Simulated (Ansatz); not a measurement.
# CH5FGeS: small, medium and large basis sets

One table from this session's results is given with a row withheld; the runs are named, their logs left out.

Method: one geometry, several basis sets; program: Ansatz 0.2.0, Gaussian basis.

Plan: PBE0-D4/def2-SVP; ωB97M-V/def2-SVP; PBE0-D4/def2-QZVPP; ωB97M-V/def2-QZVPP; the functionals' def2-TZVPP values are taken from earlier runs.

## Structure used throughout

An earlier PBE0-D4 in a triple-zeta def2 set relaxation fixed the geometry.

SMILES `[CH3][GeH]([F])[SH]`, 9 atoms, charge 0, spin multiplicity 1.

Atoms are counted from 1 here; the program's logs count them from 0.

Bond lengths: C1–Ge2 1.934 Å, C1–H5 1.090 Å, C1–H6 1.090 Å, C1–H7 1.091 Å, Ge2–F3 1.746 Å, Ge2–S4 2.208 Å, Ge2–H8 1.534 Å, S4–H9 1.343 Å. Angles: Ge2–C1–H5 110.1°, Ge2–C1–H6 109.5°, Ge2–C1–H7 109.6°, H5–C1–H6 109.2°, H5–C1–H7 109.5°, H6–C1–H7 108.9°, C1–Ge2–F3 105.4°, C1–Ge2–S4 113.0°, C1–Ge2–H8 116.8°, F3–Ge2–S4 108.6°, F3–Ge2–H8 105.8°, S4–Ge2–H8 106.8°, Ge2–S4–H9 94.0°.

As a file:

```xyz
9
charge 0, multiplicity 1
C    -0.0298    0.6016   -1.0623
Ge    0.3699   -0.7029    0.3087
F     1.9057   -0.2136    0.9799
S    -1.1286   -0.7352    1.9295
H    -0.9820    0.3661   -1.5383
H    -0.0881    1.5941   -0.6143
H     0.7622    0.5983   -1.8120
H     0.5587   -2.1542   -0.1510
H    -1.2794    0.5996    1.9428
```

The first run:

Contents of in.yaml:

```yaml
crystal:
  periodic: [false, false, false]
  atoms:
    - {symbol: C, position_ang: [-0.029813, 0.601590, -1.062288]}
    - {symbol: Ge, position_ang: [0.369877, -0.702901, 0.308676]}
    - {symbol: F, position_ang: [1.905716, -0.213607, 0.979862]}
    - {symbol: S, position_ang: [-1.128630, -0.735172, 1.929453]}
    - {symbol: H, position_ang: [-0.982013, 0.366089, -1.538266]}
    - {symbol: H, position_ang: [-0.088113, 1.594055, -0.614293]}
    - {symbol: H, position_ang: [0.762238, 0.598298, -1.812029]}
    - {symbol: H, position_ang: [0.558700, -2.154170, -0.151039]}
    - {symbol: H, position_ang: [-1.279362, 0.599619, 1.942824]}
basis:
  gaussian: {orbitals: def2-SVP}
hamiltonian: {xc: pbe0, dispersion: d4}
output: {orbitals: {seedname: orbitals}}
```

Run with:

```
> ansatz run in.yaml --threads 4 --pin off --events-out ev --progress --plain --max-ram 10444MiB
```

Among the steps run: PBE0-D4 in def2-SVP; ωB97M-V in def2-SVP; PBE0-D4 in def2-QZVPP; ωB97M-V in def2-QZVPP.

One table of the session follows, with a row left open; its other results are not shown here.

It belongs to the step «Density functionals: the series». 

```
functional       basis  HOMO (eV)  LUMO (eV)
   PBE0-D4    def2-SVP      -7.59       0.76
   PBE0-D4  def2-TZVPP      -7.73       0.26
   PBE0-D4  def2-QZVPP      -7.76       0.12
   ωB97M-V    def2-SVP          ?          ?
   ωB97M-V  def2-TZVPP      -9.95       2.13
   ωB97M-V  def2-QZVPP      -9.99       1.49
```

Estimate the missing values for ωB97M-V, def2-SVP.

As computed: HOMO (eV): -9.78; LUMO (eV): 2.71. In the column «HOMO (eV)» it lies between ωB97M-V, def2-TZVPP (-9.95) and PBE0-D4, def2-QZVPP (-7.76).
